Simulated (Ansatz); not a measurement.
# TiRh: strong compression, part 2 of 2

How does TiRh answer strong compression? The runs shown use PAW. Its runs: volume scaled by 1 (PAW); volume scaled by 0.9 (PAW); volume scaled by 0.8 (PAW); volume scaled by 0.75 (PAW).

Ansatz 0.2.0; DFT r²SCAN; a Materials Project cell.

### Step 5. Volume scaled by 0.75, PAW

The input, input.yaml:

```yaml
crystal:
  lattice:
    - [2.8303488525, 0.0, 0.0]
    - [0.0, 2.8303488525, 0.0]
    - [0.0, 0.0, 2.8303488525]
  atoms:
    - { symbol: Ti, position: [0.5, 0.5, 0.5] }
    - { symbol: Rh, position: [0.0, 0.0, 0.0] }
kpoints:
  mp_grid: { grid: [12, 12, 12] }
  band_path:
    path:
      - [0.0, 0.0, 0.0]
      - [0.0, 0.5, 0.0]
      - [0.5, 0.5, 0.0]
      - [0.0, 0.0, 0.0]
      - [0.5, 0.5, 0.5]
      - [0.0, 0.5, 0.0]
      - [0.5, 0.5, 0.5]
      - [0.5, 0.5, 0.0]
    npoints: 6
scf:
  occupations: { method: fermi_dirac, width: 0.05 }
hamiltonian:
  xc: r2scan
  pseudopotentials: { kind: paw }
output:
  forces: true
  stress: true
  eigenvalues: true
  efg: { contact_densities: true }
  populations: true
```

Started as:

```bash
$ ansatz run input.yaml --threads 1 --pin off --max-ram 2048MiB --backend cpu --events-out ev --progress --plain --runs-dir out
```

Standard output:

```text
Rh: output.efg is read without spin–orbit coupling, which moves field gradients at and beside such atoms by some per cent and up to a factor of two; PAW files take it under magnetization.noncollinear and magnetization.spin_orbit
Engine: ansatz 0.2.0
Pseudopotentials: kind: paw
Pseudopotential: Ti, paw, valence charge 12, recommended cutoff 500 eV (meta_gga)
Pseudopotential: Rh, paw, valence charge 17, recommended cutoff 500 eV (meta_gga)
Functional definition: r2SCAN
  parameter k0 = 0.174
  parameter k1 = 0.065
  parameter a1 = 4.9479
  exchange = r2scan_x(k0 = k0, k1 = k1, a1 = a1)
  correlation = r2scan_c
Crystal: 2 atoms, lattice volume = 22.674 Å³
Basis set: ecut = 500 eV, 587 PW (Γ), exchange–correlation on 96×96×96 points (64 copies of the dense FFT grid, shifted against one another)
Bands: 19, of which v1, the nominal top of the filled ones, is band 15 counted from 1 (14 counted from 0)
Symmetry: 48 space group operations
Space group: Pm-3m (ITA 221), of the structure as read, at distance tolerance 2.8e-5 Å
k-points: 84 of 1728
Non-local potential: Ti, projectors of the file, l = 0: 3, l = 1: 2, l = 2: 3, l = 3: 1
Non-local potential: Rh, projectors of the file, l = 0: 3, l = 1: 2, l = 2: 2, l = 3: 1
PAW form: soft (Blöchl's): semilocal exchange-correlation on the pseudo side does not see the compensation charge
PAW frozen core: Ti, regenerated for the run's functional (the file was generated under x = pbe(κ = 0.804, μ = 0.2195149727645171), c = pbe(β = 0.06672455060314922))
PAW frozen core: Rh, regenerated for the run's functional (the file was generated under x = pbe(κ = 0.804, μ = 0.2195149727645171), c = pbe(β = 0.06672455060314922))
PAW one-centre angular grid: Ti, 590 points (default); XC on 160 Gauss nodes
PAW one-centre angular grid: Rh, 590 points (default); XC on 160 Gauss nodes
Initial density: superposition of atomic densities (neutral atoms: chi_scale 0, normalization atom), corrected by the library's trained network
Initial wavefunctions: pseudopotential atomic-orbital guess
Functional: x = r2scan, c = r2scan; τ floored in thin density (d = 2e-4 eV/Å³)
SCF iter   1: F=—  HF=-8919.539687 eV  |F-HF|=—  |Δ(HF+E_count)|=         —  Δρ=2.08e-2  dr2=1.00e-1  dr2_τ=6.30e-2  ethr=1.77e-3  ⟨swp⟩=4.8  Hψ=6516  notcnv=0
preconditioner: auto → none  [metal: Δε(μ)=0.013 eV  Ē_g=6.851 eV  σ=0.050 eV  W_gap=0.06  n_scr=6 (ndim 8)  ℏωp=28.1 eV  f_vac=0.000  D(μ)=1.78/eV (n_scr^D=18)  sad-step TF]
SCF iter   2: F=—  HF=-8919.617773 eV  |F-HF|=—  |Δ(HF+E_count)|=   7.81e-2  Δρ=8.95e-3  dr2=1.02e-2  dr2_τ=2.84e-3  ethr=3.45e-4  ⟨swp⟩=2.9  Hψ=3409  notcnv=0
SCF iter   3: F=—  HF=-8919.619805 eV  |F-HF|=—  |Δ(HF+E_count)|=   2.03e-3  Δρ=5.24e-3  dr2=8.05e-3  dr2_τ=5.37e-4  ethr=3.51e-5  ⟨swp⟩=2.0  Hψ=3015  notcnv=0
SCF iter   4: F=—  HF=-8919.619764 eV  |F-HF|=—  |Δ(HF+E_count)|=   4.07e-5  Δρ=3.74e-3  dr2=2.94e-3  dr2_τ=2.78e-4  ethr=2.78e-5  ⟨swp⟩=2.1  Hψ=2381  notcnv=0
SCF iter   5: F=—  HF=-8919.619821 eV  |F-HF|=—  |Δ(HF+E_count)|=   5.64e-5  Δρ=1.30e-3  dr2=2.18e-4  dr2_τ=8.43e-6  ethr=1.02e-5  ⟨swp⟩=2.0  Hψ=1917  notcnv=0
SCF iter   6: F=—  HF=-8919.619899 eV  |F-HF|=—  |Δ(HF+E_count)|=   7.84e-5  Δρ=3.11e-4  dr2=1.06e-5  dr2_τ=6.17e-7  ethr=7.52e-7  ⟨swp⟩=2.3  Hψ=2199  notcnv=0
SCF iter   7: F=—  HF=-8919.619907 eV  |F-HF|=—  |Δ(HF+E_count)|=   7.85e-6  Δρ=5.36e-5  dr2=5.09e-7  dr2_τ=2.24e-8  ethr=3.65e-8  ⟨swp⟩=2.0  Hψ=2163  notcnv=0
SCF iter   8: F=-8919.619907 eV  HF=-8919.619907 eV  |F-HF|=7.10e-9  |Δ(HF+E_count)|=   7.22e-8  Δρ=6.26e-6  dr2=9.75e-9  dr2_τ=2.84e-10  ethr=3.45e-10  ⟨swp⟩=5.0  Hψ=6357  notcnv=0
SCF 1 converged in 8 iterations: F = -8919.619907 eV  dr2 = 9.75e-9
NSCF: frozen V_eff on 43 k-points
SCF converged after 8 iterations
Free energy (F): -8919.619907 eV
Harris-Foulkes:  -8919.619907 eV  (|F-HF|=7.10e-9)
Internal energy: -8919.603378 eV  (E = F + TS)
E sigma→0 (E₀):  -8919.611642 eV
Entropy (-TS):   -0.016530 eV (-8.265 meV/atom)
Fermi energy:    25.792979 eV
--- Per-component energies (eV) ---
  E_band       = -102.676819
  E_kinetic    = 868.295241
  E_local      = -1977.681608  (includes V_loc(G=0)·N_el)
  E_nonlocal   = 364.778912
  E_hartree    = 764.357292
  E_xc         = -317.239170
  E_vxc        = -458.514784  (∫ρ·V_xc dr)
  E_paw        = -4664.011000  (= ΣΔE_a)
  E_vpaw       = -459.536101  (= ΣTr[D̂ρ^β])
  E_aug_tail   = 0.000717  (compensation charges beyond the density's cutoff)
  E_vtau       = 31.263448  (kinetic-family band-sum trace: ∫τ·v_τ [+ j·A + Jᵃ·Aᵃ] dr)
  E_ewald      = -3957.480346
  E_core_change = -0.623417  (= ΣΔE_core)
  E_smearing   = -0.016530  (= −TS)
  E_closure    = -0.000000  (closes the sum)
  Σ components = -8919.619907   (vs F -8919.619907, Δ=0.00e0)
--- Forces (eV/Å), atoms counted from 1 ---
  atom   1  Ti     0.00000000     0.00000000    -0.00000000
  atom   2  Rh     0.00000000    -0.00000000    -0.00000000
  max |Σ_I F_I| component: 3.39e-29 eV/Å
--- Stress (GPa, compression-positive) ---
       93.497852       0.000000       0.000000
        0.000000      93.497852       0.000000
        0.000000       0.000000      93.497852
  P = ⅓ Tr σ = 93.4979 GPa (934.979 kbar)
--- PAW observables at the nuclei: V_zz in 10²¹ V/m², potentials from the cell's mean, atoms counted from 1 ---
  atom   1  Ti V_zz =    +0.000000   η = 0.0000   by run symmetry: forbidden
            electrostatic potential = -2544.294352 V   contact ρ = 56731.548719 e/Å³
  atom   2  Rh V_zz =    +0.000000   η = 0.0000   by run symmetry: forbidden
            electrostatic potential = -7031.724939 V   contact ρ = 789388.948057 e/Å³
--- Band table (eV; the first three rows and the last of 84) ---
  k-point 0: bands = ["-56.4189", "-33.9371", "-23.4890", "-23.4890", "-23.4890", "-8.9511", "-8.9511", "-8.9511", "16.5404", "17.6785", "17.6785", "22.1826", "22.1826", "22.1826", "26.7748", "26.7748", "29.3742", "29.3742", "29.3742"]
  k-point 1: bands = ["-56.4171", "-33.9349", "-23.5040", "-23.4865", "-23.4865", "-8.9932", "-8.9520", "-8.9520", "16.7294", "17.7635", "17.8390", "22.1490", "22.1490", "22.2352", "26.5841", "26.8437", "29.0331", "29.0331", "29.2774"]
  k-point 2: bands = ["-56.4123", "-33.9288", "-23.5445", "-23.4797", "-23.4797", "-9.1071", "-8.9544", "-8.9544", "17.2589", "18.0115", "18.3055", "22.0627", "22.0627", "22.3855", "26.0551", "27.0305", "28.2469", "28.2469", "29.0078"]
  k-point 83: bands = ["-56.3447", "-33.7521", "-23.6988", "-23.6988", "-23.6988", "-9.4466", "-9.4466", "-9.4466", "20.0013", "20.0013", "20.0013", "23.0543", "23.0543", "23.0543", "24.7373", "24.7373", "29.2726", "29.2726", "37.4636"]
--- Löwdin populations: 2 sites ---
  site symbol       q [e]
     0     Ti     11.7664
     1     Rh     17.0408
  spilling = 0.006650 (of n_electrons = 29.000000)
```

Wall time 6.6 s (1 thread of Intel Xeon Platinum 8488C (Sapphire Rapids), shared host); peak memory 0.49 GiB.

This run gives: pressure 93.50 GPa; no gap.

Levels at the path's labelled points, in eV from the Fermi level:

| point | band 12 | band 13 | band 14 | band 15 | band 16 | band 17 | band 18 |
| --- | --- | --- | --- | --- | --- | --- | --- |
| Γ | -3.61 | -3.61 | -3.61 | 0.98 | 0.98 | 3.58 | 3.58 |
| X | -3.99 | -3.99 | -2.64 | -2.28 | 0.18 | 0.18 | 1.27 |
| M | -5.63 | -1.17 | 0.06 | 1.24 | 1.24 | 1.60 | 3.36 |
| Γ | -3.61 | -3.61 | -3.61 | 0.98 | 0.98 | 3.58 | 3.58 |
| R | -2.74 | -2.74 | -2.74 | -1.06 | -1.06 | 3.48 | 3.48 |
| X | -3.99 | -3.99 | -2.64 | -2.28 | 0.18 | 0.18 | 1.27 |
| R | -2.74 | -2.74 | -2.74 | -1.06 | -1.06 | 3.48 | 3.48 |
| M | -5.63 | -1.17 | 0.06 | 1.24 | 1.24 | 1.60 | 3.36 |

### Step 6. All runs together

| method | volume over the first | volume (Å³/atom) | pressure (GPa) | SCF cycles, all passes | time |
| --- | --- | --- | --- | --- | --- |
| PAW | 1 | 15.116 | -4.63 | 7 | 7.2 s |
| PAW | 0.9 | 13.604 | 19.70 | 8 | 7 s |
| PAW | 0.8 | 12.093 | 61.70 | 8 | 7 s |
| PAW | 0.75 | 11.337 | 93.50 | 8 | 6.6 s |

### Step 7. Outcome

The summary covers parts 1 to 2.

| quantity | value |
| --- | --- |
| PAW pressure at 0.75 of the volume | 93.5 GPa |
| fitted bulk modulus at zero pressure (PAW) | 204 GPa |
| its pressure derivative | 4.17 |

What this shows: By PAW the pressure climbs to 93 GPa at 0.75 of the first volume. One third-order Birch-Murnaghan curve follows these points (B₀ = 204 GPa, B′ = 4.17, misfit at most 0.03 GPa). A fit over so wide a range leans to the high pressures, so B₀ can be off by several per cent. No all-electron run checks these rows here, and frozen cores can fail under such compression. The ions are at rest, and the electrons smeared by 0.05 eV.
